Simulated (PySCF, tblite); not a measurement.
**C4H16OSi3: geometry, infrared bands and NMR shifts**

Aim: predict the infrared bands and NMR shifts of C4H16OSi3 (`CC(C)(C[SiH2][SiH3])[SiH2]O`).

Computed with tblite 0.8.0 and PySCF 2.14.0, with density-fitted response routines of our own, on a single molecule in the gas phase. Atoms count from 0, in the outputs and in this text.

## 1. Starting geometry

24 atoms, charge 0, multiplicity 1; geometry from: force field or distance geometry start.

Bonds of the start (Å): C0–C1 1.54, C1–C2 1.56, C1–C3 1.57, C3–Si4 1.87, Si4–Si5 2.30, C1–Si6 1.99, Si6–O7 1.66, C0–H8 1.09, C0–H9 1.09, C0–H10 1.11, C2–H11 1.10, C2–H12 1.10, C2–H13 1.09, C3–H14 1.10, C3–H15 1.12, Si4–H16 1.49, Si4–H17 1.49, Si5–H18 1.49, Si5–H19 1.49, Si5–H20 1.49, Si6–H21 1.48, Si6–H22 1.50, O7–H23 0.95.

## 2. Optimising the geometry with GFN2-xTB

What the job is given:

```
{"job": {"kind": "relax", "xc": "GFN2-xTB", "basis": "xTB"}, "charge": 0, "multiplicity": 1}
C     -0.230000    -0.779700    -2.070000
C     -0.763000    -0.718300    -0.621600
C     -1.279800    -2.144500    -0.249000
C      0.386600    -0.381200     0.394100
Si     1.399300     1.188100     0.249400
Si     3.026300     1.206700     1.876200
Si    -2.295600     0.548100    -0.489800
O     -1.940200     2.010700    -1.186300
H      0.622100    -1.459700    -2.152600
H      0.071800     0.205200    -2.430600
H     -1.017000    -1.140800    -2.757000
H     -1.681200    -2.180000     0.774200
H     -2.102100    -2.452400    -0.914500
H     -0.486600    -2.889200    -0.332700
H      1.109200    -1.205000     0.375300
H     -0.033300    -0.393800     1.430900
H      2.022000     1.258000    -1.104500
H      0.499500     2.362200     0.397000
H      3.847500     2.450500     1.798000
H      3.930500     0.030200     1.731700
H      2.394700     1.152300     3.227800
H     -3.463500    -0.058600    -1.166000
H     -2.573800     0.779700     0.962100
H     -1.455000     2.631200    -0.649000
```

Command:

```sh
$ OMP_NUM_THREADS=1 python probes_run.py task.json out
```

This one command runs all jobs of the session in turn.

**Question.** This job is followed by: GFN2-xTB harmonic vibrations, gas phase; GIAO PBE0/pcSseg-1 NMR shielding, non-relativistic, gas phase. What will the session give for the following? strongest single infrared mode (GFN2-xTB); zero-point energy (GFN2-xTB); 13C shifts against TMS (PBE0/pcSseg-1, means over atoms taken as alike); 1H shifts against TMS (PBE0/pcSseg-1, means over atoms taken as alike); 29Si shifts against TMS (PBE0/pcSseg-1); 17O shifts against H2O (PBE0/pcSseg-1); surface potential, 1st and 99th percentile.

**Answer**, as computed:

```
                                                               quantity                                   value
                              strongest single infrared mode (GFN2-xTB)                    696 cm⁻¹, 902 km/mol
                                           zero-point energy (GFN2-xTB)                          113.2 kcal/mol
13C shifts against TMS (PBE0/pcSseg-1, means over atoms taken as alike)                    29.1, 26.3, 25.0 ppm
 1H shifts against TMS (PBE0/pcSseg-1, means over atoms taken as alike)  4.75, 3.93, 3.41, 1.07, 1.06, 0.82 ppm
                                29Si shifts against TMS (PBE0/pcSseg-1)                 -6.7, -82.2, -118.2 ppm
                                 17O shifts against H2O (PBE0/pcSseg-1)                                33.1 ppm
                                  surface potential, 1st and 99th percentile                      -1.37 V and 1.60 V
```

What this shows: Relaxing lowered the energy by 0.253 eV in 85 steps; the close pair that moved most is C1–Si6, from 1.992 to 1.919 Å. All 66 modes are real, so the xTB geometry is a minimum. The strongest single mode, at 696 cm⁻¹, moves mainly H17 and H16. GFN2-xTB is a fitted tight-binding method: band positions and strengths are rough. Its intensities can rank the bands wrongly. At PBE0/pcSseg-1: The largest span, 91 ppm, is at Si6, where the paramagnetic term is -525 ppm.
